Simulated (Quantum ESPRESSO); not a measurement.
TaAs:

```
Ta As
1.0
    -1.72181    1.72181    5.86794
     1.72181   -1.72181    5.86794
     1.72181    1.72181   -5.86794
Ta As
2 2
Direct
  0.49997 0.49997 0.00000
  0.24997 0.74997 0.50000
  0.08263 0.08263 0.00000
  0.83263 0.33263 0.50000
```

The cell is a database's computed one.

Base run:

```yaml
Program: Quantum ESPRESSO 7.5
Functional: LDA
Potentials_or_basis: GBRV 1.5 LDA
Cutoff: 762 eV
Density_cutoff: 6095 eV
k_mesh: 11 × 11 × 11
Occupations: fermi-dirac, width 0.05 eV
Spin: no spin polarisation
```

Its results: band gap on the k mesh none (metal or under the smearing width); pressure -6.7 GPa; largest force 0.017 eV/Å.

Task: The run is repeated on the same cell with these changes: functional from LDA to PBEsol; potentials or basis from GBRV 1.5 LDA to GBRV 1.5 PBEsol. What comes out?

Result: Band gap on the k mesh none (metal or under the smearing width); pressure -3.2 GPa; largest force 0.021 eV/Å.

Caveats: spin-orbit coupling is left out, which moves the levels of the heavy elements.
